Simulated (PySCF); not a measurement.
# A diatomic session: RbTl+

What are the lowest state that PBE0 finds, the bond length, vibrational wavenumber and bond energy of RbTl+, and how much do these hang on the method?

Program: PySCF 2.14.0. Level of theory: Rb def2-SVPD with ECP28, Tl def2-SVPD with ECP60, scalar-relativistic core potentials. These are calculated values, not measurements.

### Step 1. Input

The job is set up so:

| Quantity | Value |
| --- | --- |
| atoms | Rb, Tl |
| charge | 1 |
| basis | Rb def2-SVPD with ECP28, Tl def2-SVPD with ECP60 |
| Hamiltonian | scalar-relativistic core potentials |
| basis functions | 59 |
| electrons treated | 29 |
| masses in u | 84.9118, 204.9744 |
| levels | PBE0, PBE, r²SCAN, r²SCANh, r²SCAN0, LDA, LC-ωPBE, HF, MP2, SCS-MP2, CCSD, CCSD(T) |
| grid | 80 radial by 434 angular points |
| occupations | held fixed by the projection of orbital angular momentum |
| dissociation limit | Rb+ + Tl, each in its ground configuration |
| starting distance in angstrom | 3.590 |
| values of 2S to try | 1, 3 |

On the command line:

```console
OMP_NUM_THREADS=1 python dia.py task.json out
```

Further steps of the session: PBE0 along the bond; Higher solutions at PBE0; PBE; r²SCAN (meta-GGA); r²SCANh (hybrid meta-GGA); r²SCAN0; LDA; LC-ωPBE; UHF; Adding correlation.

**Question.** What will these runs give? Wanted: for each run, Re; ωe; De; μ.

As calculated:

Lowest PBE0 solution found, without spin–orbit coupling: ²Σ⁺ (doublet), unpaired electrons σ ↑. The other levels ran on it alone.

| level | Re (Å) | ωe (cm⁻¹) | De (eV) | μ (D) |
| --- | --- | --- | --- | --- |
| UHF | 4.461 | 39.1 | 0.456 | -11.24 |
| UHF-MP2 | 4.314 | 41.7 | 0.52 | n/a |
| UHF-SCS-MP2 | 4.343 | 41.2 | 0.51 | n/a |
| UHF-CCSD | 4.311 | 42.1 | 0.52 | n/a |
| UHF-CCSD(T) | 4.304 | 42.2 | 0.52 | n/a |
| LDA | 4.137 | 43.6 | 0.69 | -8.74 |
| PBE | 4.315 | 38.4 | 0.64 | -9.07 |
| r²SCAN | 4.290 | 41.6 | 0.55 | -10.11 |
| r²SCANh | 4.271 | 42.4 | 0.54 | -10.15 |
| PBE0 | 4.266 | 41.2 | 0.58 | -9.66 |
| r²SCAN0 | 4.245 | 43.5 | 0.54 | -10.21 |
| LC-ωPBE | 4.179 | 44.6 | 0.492 | -10.52 |

De is counted to Rb+ + Tl in their ground configurations. A positive dipole points from Rb to Tl; in an ion it is taken about the centre of mass and does not tell which atom is negative.

What this shows: Bond lengths run from 4.137 Å (LDA) to 4.461 Å (UHF). CCSD(T) can't serve as the judge here: for a weak bond in this basis it is far from its limit. Of the levels with a De here, UHF gives the least (0.456 eV) and LDA the most (0.69 eV).

Correlated steps freeze 4 core orbitals. Spin–orbit coupling is left out, which matters for elements this heavy, above all for dissociation energies. With spin–orbit coupling the term label itself may not hold.
